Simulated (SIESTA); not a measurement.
## Ga3Se under changes of volume

One of the cells (21.771 Å³/atom); the others are scaled copies at fixed shape and fractional positions:

```
Se Ga
1.0
     4.43246    0.00000    0.00000
     0.00000    4.43246    0.00000
     0.00000    0.00000    4.43246
Se Ga
1 3
Direct
  0.00000 0.00000 0.00000
  0.50000 0.50000 0.00000
  0.50000 0.00000 0.50000
  0.00000 0.50000 0.50000
```

The cell comes from a database or a generator and needn't be the stable form of this composition.

```yaml
Program: SIESTA 5.4.2
Functional: LDA
Potentials_or_basis: PseudoDojo 0.4 standard (LDA files)
Basis: DZP (energy shift 0.003 Ry; two zetas on semicore shells)
Grid_cutoff: 800 Ry
Energy_shift: 0.003 Ry
k_mesh: 6 × 6 × 6
Occupations: fermi-dirac, width 0.05 eV
Spin: no spin polarisation
```

```csv
volume (Å³/atom),energy over the lowest point (meV/atom),pressure (GPa)
20.465,0.00,-1.5
20.900,5.41,-2.4
21.335,?,?
21.771,23.45,-4.0
22.206,35.34,-4.7
22.642,48.83,-5.2
23.077,63.73,-5.8
```

**Question.** What does the run at 21.335 Å³/atom give?

**Answer.** Energy over the lowest point 13.36 meV/atom; pressure -3.3 GPa.

Worked out: A Birch-Murnaghan fit of order 3 (a polynomial in V^(-2/3)) to the other rows has its minimum at 19.90 Å³/atom, just outside them, with B0 = V·E''(V) = 58 GPa and B' = 5.5. It gives 13.35 meV/atom at 21.335 Å³/atom, against the run's 13.36, and -dE/dV = -3.3 GPa, against -3.3.

Energies are extrapolated to zero smearing.

Caveats: the basis of atomic orbitals isn't converged, which shifts pressures, moduli and gaps.
